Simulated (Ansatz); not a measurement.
# CH2BrFOTe: a ladder of functionals and wavefunction methods

One table from this session's results is given with a row withheld; the runs are named, their logs left out.

Computed with Ansatz 0.2.0, Gaussian basis. Level: functionals in def2-TZVPP, the program's frozen cores in correlated methods.

The runs, in order: LDA (SPW92), PBE-D4, revPBE-D4, BLYP-D4, r2SCAN-D4, B97M-V, PBE0-D4, B3LYP-D4, r2SCANh-D4, r2SCAN0-D4, HSE06-D4, BHLYP-D4, CAM-B3LYP-D4, LC-ωPBE, ωB97X-V, ωB97M-V, B2PLYP, PBE-QIDH; CCSD(T)/def2-SVP; CCSD(T)/def2-TZVPP; MP2/def2-QZVPP; extrapolation to the limit; RPA on PBE.

**The geometry**

An earlier PBE0-D4 in a triple-zeta def2 set relaxation fixed the geometry. Te takes the def2 core potential; no spin-orbit term is included.

SMILES `OC(F)(Br)[TeH]`, 7 atoms, charge 0, spin multiplicity 1.

Atoms are counted from 1 here; the program's logs count them from 0.

Bond lengths: O1–C2 1.355 Å, O1–H6 0.967 Å, C2–F3 1.357 Å, C2–Br4 1.942 Å, C2–Te5 2.193 Å, Te5–H7 1.655 Å. Angles: C2–O1–H6 108.2°, O1–C2–F3 110.7°, O1–C2–Br4 106.7°, O1–C2–Te5 110.9°, F3–C2–Br4 107.6°, F3–C2–Te5 108.0°, Br4–C2–Te5 113.1°, C2–Te5–H7 92.2°.

Set-up of the first run:

in.yaml reads:

```yaml
crystal:
  periodic: [false, false, false]
  atoms:
    - {symbol: O, position_ang: [0.218983, -0.417846, 1.469133]}
    - {symbol: C, position_ang: [-0.220926, -0.283045, 0.194150]}
    - {symbol: F, position_ang: [0.301004, -1.253797, -0.597842]}
    - {symbol: Br, position_ang: [-2.145898, -0.536078, 0.239506]}
    - {symbol: Te, position_ang: [0.371748, 1.658121, -0.636032]}
    - {symbol: H, position_ang: [1.179770, -0.308334, 1.469700]}
    - {symbol: H, position_ang: [0.356621, 1.072980, -2.184414]}
basis:
  gaussian: {orbitals: def2-TZVPP}
hamiltonian: {xc: lda}
output: {orbitals: {seedname: orbitals}}
```

On the command line:

```sh
$ ansatz run in.yaml --threads 4 --pin off --events-out ev --progress --plain --max-ram 10444MiB
```

Steps of the session up to this table: LDA; PBE-D4 (GGA); revPBE-D4 (GGA); BLYP-D4 (GGA); r2SCAN-D4 (meta-GGA); B97M-V (meta-GGA); PBE0-D4 (hybrid); B3LYP-D4 (hybrid); r2SCANh-D4 (hybrid); r2SCAN0-D4 (hybrid); HSE06-D4 (hybrid); BHLYP-D4 (hybrid); CAM-B3LYP-D4 (range-separated); LC-ωPBE (range-separated); ωB97X-V (range-separated); ωB97M-V (range-separated); B2PLYP (double hybrid); PBE-QIDH (double hybrid).

One of the session's tables, all rows but one given; the rest of the session is left out.

It belongs to the step «Frontier levels by functional». 

| functional | HOMO (eV) | LUMO (eV) | gap (eV) |
| --- | --- | --- | --- |
| LDA (SPW92) | -5.82 | -2.73 | 3.09 |
| PBE-D4 | -5.64 | -2.52 | 3.12 |
| revPBE-D4 | -5.58 | -2.43 | 3.15 |
| BLYP-D4 | -5.49 | -2.44 | 3.05 |
| r2SCAN-D4 | -5.91 | -2.42 | 3.49 |
| B97M-V | ? | ? | ? |
| PBE0-D4 | -6.74 | -1.72 | 5.02 |
| B3LYP-D4 | -6.52 | -1.96 | 4.57 |
| r2SCANh-D4 | -6.31 | -2.12 | 4.20 |
| r2SCAN0-D4 | -6.92 | -1.67 | 5.25 |
| HSE06-D4 | -6.35 | -2.09 | 4.26 |
| BHLYP-D4 | -7.69 | -0.87 | 6.82 |
| CAM-B3LYP-D4 | -8.01 | -0.71 | 7.30 |
| LC-ωPBE | -9.32 | 0.45 | 9.77 |
| ωB97X-V | -8.99 | 0.33 | 9.31 |
| ωB97M-V | -8.86 | 0.18 | 9.05 |

**Question.** Estimate the row for B97M-V.

**Answer.** HOMO (eV): -5.92; LUMO (eV): -2.37; gap (eV): 3.55. In the column «HOMO (eV)» it lies between r2SCANh-D4 (-6.31) and r2SCAN-D4 (-5.91).
